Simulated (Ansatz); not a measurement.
# CH4AlBF2Si: a ladder of functionals and wavefunction methods

Aim: compute CH4AlBF2Si with functionals from several rungs and with coupled cluster. The yardstick is the atomisation energy at the CCSD(T) limit.

The runs use Ansatz 0.2.0, Gaussian basis; functionals in def2-TZVPP, the program's frozen cores in correlated methods.

Plan: PBE-D4, r2SCAN-D4, PBE0-D4, B3LYP-D4, ωB97X-V, ωB97M-V, B2PLYP; CCSD(T)/def2-TZVPP; MP2/def2-QZVPP; extrapolation to the limit.

## 1. Structure used throughout

All runs share one geometry, relaxed beforehand with PBE0-D4 in a triple-zeta def2 set.

SMILES `FB1C[Si]1(F)[AlH2]`, 10 atoms, charge 0, spin multiplicity 1.

Atoms are counted from 1 here; the program's logs count them from 0.

Bond lengths: F1–B2 1.315 Å, B2–C3 1.505 Å, B2–Si4 1.944 Å, C3–Si4 1.994 Å, C3–H7 1.095 Å, C3–H8 1.089 Å, Si4–F5 1.613 Å, Si4–Al6 2.431 Å, Al6–H9 1.583 Å, Al6–H10 1.588 Å. Angles: F1–B2–C3 135.0°, F1–B2–Si4 145.6°, C3–B2–Si4 69.3°, B2–C3–Si4 65.8°, B2–C3–H7 116.9°, B2–C3–H8 125.4°, Si4–C3–H7 92.9°, Si4–C3–H8 135.5°, H7–C3–H8 111.4°, B2–Si4–C3 44.9°, B2–Si4–F5 116.1°, B2–Si4–Al6 128.2°, C3–Si4–F5 119.3°, C3–Si4–Al6 110.2°, F5–Si4–Al6 115.4°, Si4–Al6–H9 123.3°, Si4–Al6–H10 114.7°, H9–Al6–H10 121.9°.

## 2. PBE-D4 (GGA)

File in.yaml:

```yaml
crystal:
  periodic: [false, false, false]
  atoms:
    - {symbol: F, position_ang: [-1.116717, -2.657799, 1.169588]}
    - {symbol: B, position_ang: [-0.528668, -1.590595, 0.674514]}
    - {symbol: C, position_ang: [0.546096, -1.347892, -0.351074]}
    - {symbol: Si, position_ang: [-0.791556, 0.123956, -0.203859]}
    - {symbol: F, position_ang: [-2.002366, 0.198567, -1.266390]}
    - {symbol: Al, position_ang: [0.326673, 2.233582, 0.253927]}
    - {symbol: H, position_ang: [1.376573, -0.698523, -0.054807]}
    - {symbol: H, position_ang: [0.847463, -2.048947, -1.127518]}
    - {symbol: H, position_ang: [-0.369466, 3.643510, 0.067662]}
    - {symbol: H, position_ang: [1.795169, 2.092843, 0.840955]}
basis:
  gaussian: {orbitals: def2-TZVPP}
hamiltonian: {xc: pbe, dispersion: d4}
output: {forces: true, orbitals: {seedname: orbitals}}
```

Launch:

```bash
ansatz run in.yaml --threads 4 --pin off --events-out ev --progress --plain --max-ram 10444MiB
```

After this run come: r2SCAN-D4 (meta-GGA); PBE0-D4 (hybrid); B3LYP-D4 (hybrid); ωB97X-V (range-separated); ωB97M-V (range-separated); B2PLYP (double hybrid); CCSD(T) in def2-TZVPP; MP2 in def2-QZVPP.

Before running them: what should the planned runs give, taken together? Wanted: atomisation energy, CCSD(T)/CBS; farthest; mean size of error, hybrid; mean size of error, range-separated; gap, smallest and largest; T1 diagnostic; triples share of the correlation energy.

The runs gave:

```
                               quantity                                value
        atomisation energy, CCSD(T)/CBS                        3568.3 kJ/mol
 functionals within 17.8 kJ/mol (0.5 %)           PBE0-D4, B3LYP-D4, ωB97M-V
                               farthest                PBE-D4 (+86.1 kJ/mol)
             mean size of error, hybrid                           9.0 kJ/mol
    mean size of error, range-separated                          18.8 kJ/mol
              gap, smallest and largest  2.44 eV (PBE-D4), 8.27 eV (ωB97X-V)
                          T1 diagnostic                               0.0147
triples share of the correlation energy                                3.6 %
```

In words: PBE-D4 misses by +86.1 kJ/mol. Double hybrids carry the basis error of their MP2 part in triple zeta, and no dispersion term here, so their miss is partly the set-up's. The reference freezes the cores and leaves out relativity and excitations past (T), so misses under about 17.8 kJ/mol can't be ranked. Hartree-Fock recovers 74 % of the binding; the rest is correlation. Orbital gaps span 2.4 to 8.3 eV; exact exchange widens them.
